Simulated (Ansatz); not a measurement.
# Sb: the cost of one run

Method: DFT PBEsol, scalar-relativistic, in Ansatz 0.2.0.

## 1. The system as given

Symmetry: P6_3/mmc, No. 194, hexagonal system. Conventional cell: a = 3.369 Å, b = 3.369 Å, c = 5.330 Å, α = 90.00°, β = 90.00°, γ = 120.00°. Around Sb (site symmetry -6m2) lie 12 Sb at 3.30 to 3.37 Å.

Structure file:

```
CELL_PARAMETERS angstrom
3.36900 0.00000 0.00000
-1.68450 2.91764 0.00000
0.00000 0.00000 5.33000
ATOMIC_POSITIONS crystal
Sb 0.33333 0.66667 0.25000
Sb 0.66667 0.33333 0.75000
```

Atoms are numbered in the order of the input: Sb1, Sb2.

## 2. The deformed structure

Space group P6_3/mmc before, P6_3/mmc after.

## 3. LAPW, all electrons

Input file input.yaml:

```yaml
crystal:
  lattice:
    - [3.2679301741, 0.0, 0.0]
    - [-1.6339650871, 2.8301105486, 0.0]
    - [0.0, 0.0, 5.33]
  atoms:
    - { symbol: Sb, position: [0.3333333333, 0.6666666667, 0.25] }
    - { symbol: Sb, position: [0.6666666667, 0.3333333333, 0.75] }
kpoints:
  mp_grid: { grid: [12, 12, 7] }
  band_path:
    path:
      - [0.0, 0.0, 0.0]
      - [0.5, 0.0, 0.0]
      - [0.3333333333, 0.3333333333, 0.0]
      - [0.0, 0.0, 0.0]
      - [0.0, 0.0, 0.5]
      - [0.5, 0.0, 0.5]
      - [0.3333333333, 0.3333333333, 0.5]
      - [0.0, 0.0, 0.5]
      - [0.5, 0.0, 0.5]
    npoints: 5
scf:
  occupations: { method: fermi_dirac, width: 0.05 }
hamiltonian:
  xc: pbesol
  pseudopotentials: { kind: all_electron, lapw: { basis_error: 0.0005 } }
output:
  forces: true
  stress: true
  eigenvalues: true
```

Launch:

```console
$ ansatz run input.yaml --threads 1 --pin off --max-ram 3072MiB --backend cpu --events-out ev --progress --plain --runs-dir out
```

**Question.** How long does this run take on 1 thread of Arm Neoverse V2, shared host, and how much memory does it need?

About 19 s, with a peak of 0.37 GiB.
